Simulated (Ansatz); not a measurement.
# C2H6F2SSi2: a ladder of functionals and wavefunction methods

How much do the methods differ for C2H6F2SSi2? The plan is to run it at one geometry with functionals of several rungs and with coupled cluster, and see how far each lands from CCSD(T) at the basis-set limit for the atomisation energy.

Program: Ansatz 0.2.0, Gaussian basis. Level of theory: functionals in def2-TZVPP, the program's frozen cores in correlated methods. These are calculated values, not measurements.

Levels to be run: PBE-D4, r2SCAN-D4, PBE0-D4, B3LYP-D4, ωB97X-V, ωB97M-V, B2PLYP; CCSD(T)/def2-TZVPP; MP2/def2-QZVPP; extrapolation to the limit.

### Step 1. The relaxed structure

All runs share one geometry, relaxed beforehand with PBE0-D4 in a triple-zeta def2 set.

SMILES `C=C[SiH2]S[SiH](F)F`, 13 atoms, charge 0, spin multiplicity 1.

Atoms are counted from 1 here; the program's logs count them from 0.

Bond lengths: C1–C2 1.331 Å, C1–H8 1.086 Å, C1–H9 1.086 Å, C2–Si3 1.848 Å, C2–H10 1.088 Å, Si3–S4 2.163 Å, Si3–H11 1.483 Å, Si3–H12 1.484 Å, S4–Si5 2.098 Å, Si5–F6 1.588 Å, Si5–F7 1.586 Å, Si5–H13 1.471 Å. Angles: C2–C1–H8 122.1°, C2–C1–H9 121.7°, H8–C1–H9 116.2°, C1–C2–Si3 121.5°, C1–C2–H10 119.0°, Si3–C2–H10 119.4°, C2–Si3–S4 111.6°, C2–Si3–H11 109.3°, C2–Si3–H12 112.8°, S4–Si3–H11 110.0°, S4–Si3–H12 102.4°, H11–Si3–H12 110.5°, Si3–S4–Si5 99.8°, S4–Si5–F6 111.2°, S4–Si5–F7 112.1°, S4–Si5–H13 110.2°, F6–Si5–F7 105.9°, F6–Si5–H13 109.2° and more.

Coordinates:

```mol
C2H6F2SSi2
  3D, bonds by distance, orders not assigned

 13 12  0  0  0  0  0  0  0  0999 V2000
   -1.0420    1.7734   -0.2582 C   0  0
   -1.0729    0.7633    0.6074 C   0  0
   -1.1802   -0.9927    0.0405 Si  0  0
    0.5768   -2.1218    0.6046 S   0  0
    2.0739   -0.8009   -0.0393 Si  0  0
    1.6945   -0.1399   -1.4330 F   0  0
    2.2817    0.4038    0.9708 F   0  0
   -0.9702    2.8081    0.0645 H   0  0
   -1.0798    1.6073   -1.3311 H   0  0
   -1.0144    0.9784    1.6722 H   0  0
   -1.3516   -1.0219   -1.4320 H   0  0
   -2.2712   -1.7460    0.7064 H   0  0
    3.3554   -1.5112   -0.1730 H   0  0
  1  2  8  0
  2  3  8  0
  3  4  8  0
  4  5  8  0
  5  6  8  0
  5  7  8  0
  1  8  8  0
  1  9  8  0
  2 10  8  0
  3 11  8  0
  3 12  8  0
  5 13  8  0
M  END
```

### Step 2. PBE-D4 (GGA)

Input file in.yaml:

```yaml
crystal:
  periodic: [false, false, false]
  atoms:
    - {symbol: C, position_ang: [-1.042002, 1.773392, -0.258152]}
    - {symbol: C, position_ang: [-1.072885, 0.763293, 0.607426]}
    - {symbol: Si, position_ang: [-1.180156, -0.992705, 0.040501]}
    - {symbol: S, position_ang: [0.576777, -2.121770, 0.604624]}
    - {symbol: Si, position_ang: [2.073892, -0.800899, -0.039314]}
    - {symbol: F, position_ang: [1.694497, -0.139885, -1.433020]}
    - {symbol: F, position_ang: [2.281682, 0.403836, 0.970835]}
    - {symbol: H, position_ang: [-0.970195, 2.808094, 0.064478]}
    - {symbol: H, position_ang: [-1.079779, 1.607318, -1.331050]}
    - {symbol: H, position_ang: [-1.014442, 0.978421, 1.672235]}
    - {symbol: H, position_ang: [-1.351581, -1.021896, -1.432012]}
    - {symbol: H, position_ang: [-2.271163, -1.746001, 0.706426]}
    - {symbol: H, position_ang: [3.355355, -1.511207, -0.172966]}
basis:
  gaussian: {orbitals: def2-TZVPP}
hamiltonian: {xc: pbe, dispersion: d4}
output: {forces: true, orbitals: {seedname: orbitals}}
```

The run is started by

```sh
$ ansatz run in.yaml --threads 2 --pin off --events-out ev --progress --plain --max-ram 22528MiB --backend cuda --devices 0, --max-vram 18GiB
```

Further steps of the session: r2SCAN-D4 (meta-GGA); PBE0-D4 (hybrid); B3LYP-D4 (hybrid); ωB97X-V (range-separated); ωB97M-V (range-separated); B2PLYP (double hybrid); CCSD(T) in def2-TZVPP; MP2 in def2-QZVPP.

**Question.** What will the summary of the whole plan be? Wanted: atomisation energy, CCSD(T)/CBS; farthest; mean size of error, hybrid; mean size of error, range-separated; gap, smallest and largest; T1 diagnostic; triples share of the correlation energy.

**Answer**, as computed:

| quantity | value |
| --- | --- |
| atomisation energy, CCSD(T)/CBS | 5053.5 kJ/mol |
| functionals within 25.3 kJ/mol (0.5 %) | r2SCAN-D4, ωB97X-V, ωB97M-V |
| farthest | B2PLYP (-80.6 kJ/mol) |
| mean size of error, hybrid | 33.0 kJ/mol |
| mean size of error, range-separated | 5.2 kJ/mol |
| gap, smallest and largest | 4.73 eV (PBE-D4), 11.44 eV (ωB97X-V) |
| T1 diagnostic | 0.0120 |
| triples share of the correlation energy | 3.7 % |

PBE-D4 is off by +45.8 kJ/mol. Double hybrids carry the basis error of their MP2 part in triple zeta, and no dispersion term here, so their miss is partly the set-up's. Misses under about 25.3 kJ/mol are within the doubt on the reference itself, which lacks core-valence correlation, relativity and higher excitations. Hartree-Fock recovers 75 % of the binding; the rest is correlation. The gap grows from 4.7 to 11.4 eV across the functionals, mostly with the share of exact exchange.
